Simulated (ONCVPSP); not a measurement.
**Pseudopotential generation for S: ONCV, PBE**

Do these settings give a usable potential? It is generated, then checked for transferability, scattering, ghosts and hardness.

The numbers are computed with ONCVPSP 4.0.1 (PBE, scalar-relativistic, spin-unpolarised reference atom).

## 1. The design

The settings as typed:

* element: sulfur (S, Z = 16)
* type: optimised norm-conserving Vanderbilt (ONCV)
* frozen core: [Ne]
* valence charge: 6
* reference configuration: 3s2 3p4
* partial waves: 3s: rc 1.15 bohr, ncon 4, nbas 7, qcut 5.8 1/bohr, 3 projectors, debl 0.4 Ha; 3p: rc 1.45 bohr, ncon 5, nbas 8, qcut 4.6 1/bohr, 3 projectors, debl 1.4 Ha; d scattering state at 0.19 Ha: rc 1.50 bohr, ncon 4, nbas 7, qcut 5.3 1/bohr, 2 projectors, debl 2.4 Ha
* local potential: polynomial inside 1.05 bohr (lpopt 5, dvloc0 2 Ha)
* core correction: Teter function, fcfact 5.5, rcfact 1.05

The outer shells as boxes (Hund's rule for the drawing; the calculation is spin-unpolarised):

```
[Ne] core
3s [↑↓]
3p [↑↓][↑ ][↑ ]
```

An earlier all-electron run gives the scale for the radii.

All-electron outer shells of the reference configuration (PBE, scalar-relativistic, ld1.x):

```csv
shell,level (eV),outermost node (bohr),outermost maximum (bohr)
2s,-211.71,0.13,0.39
2p,-156.51,–,0.33
3s,-17.26,0.60,1.40
3p,-7.01,0.58,1.61
```

## 2. The generation run

Input file S.dat:

```
# ATOM AND REFERENCE CONFIGURATION
# atsym  z   nc   nv     iexc    psfile
  S 16.00    3    2        4      upf
#
#   n    l    f
    1    0    2.00
    2    0    2.00
    2    1    6.00
    3    0    2.00
    3    1    4.00
#
# PSEUDOPOTENTIAL AND OPTIMIZATION
# lmax
    2
#
#   l,   rc,      ep,       ncon, nbas, qcut
    0    1.15    0.00    4    7    5.80
    1    1.45    0.00    5    8    4.60
    2    1.50    0.19    4    7    5.30
#
# LOCAL POTENTIAL
# lloc, lpopt,  rc(5),   dvloc0
    4    5    1.05    2.00
#
# VANDERBILT-KLEINMAN-BYLANDER PROJECTORs
# l, nproj, debl
    0    3    0.40
    1    3    1.40
    2    2    2.40
#
# MODEL CORE CHARGE
# icmod, fcfact, rcfact
    3    5.50    1.05
#
# LOG DERIVATIVE ANALYSIS
# epsh1, epsh2, depsh
   -2.00    5.00    0.02
#
# OUTPUT GRID
# rlmax, drl
    6.00    0.01
#
# TEST CONFIGURATIONS
# ncnf
    4
# nvcnf
#   n    l    f
    2
    3    0    2.00
    3    1    3.00
#
    2
    3    0    2.00
    3    1    2.00
#
    2
    3    0    2.00
    3    1    1.00
#
    2
    3    0    1.00
    3    1    4.00
#
```

Launch:

```sh
$ oncvpsp.x < S.dat > S.out
```

What does the calculation give? Wanted: cutoffs for 1 and 0.1 mHa per electron, occupied waves; bound ghosts; GHOST(+) flags; largest test error; largest phase difference near zero energy, channels read; rms error of d²Exc/dn², without and with the model core; projector energies reset by the program.

The runs gave:

```
                                                quantity                                   value
  cutoffs for 1 and 0.1 mHa per electron, occupied waves                         64 Ha and 92 Ha
                                            bound ghosts        s at -227.98 eV, p at -126.21 eV
                                          GHOST(+) flags  s at 108 eV, p at 902 eV, p at 1884 eV
                            largest test error (AE − PS)                    +32 meV, for 3s2 3p1
largest phase difference near zero energy, channels read                               0.000 rad
 rms error of d²Exc/dn², without and with the model core                       1.45 and 1.09 mHa
                 projector energies reset by the program              s: -0.634, 0.250, 0.650 Ha
```

What this shows: A bound ghost (s, p) makes it unfit for use: electrons can fall into a state that the atom doesn't have. By total energies transferability is fair: the largest error is 32 meV on 68.1 eV, for 3s2 3p1. That test lies far up in energy; among those under 40 eV, nearer to bonding, the largest error is 4.7 meV. By its cutoff, 64 Ha for the looser tolerance, it is hard. At the looser tolerance the 3s wave is the slowest; 3p needs 6 Ha. Near zero energy the phases of the channels with partial waves agree within 0.001 rad. The program also flags highly localised states, GHOST(+) (s, p). These are tests on the free atom; a crystal test is still owed.
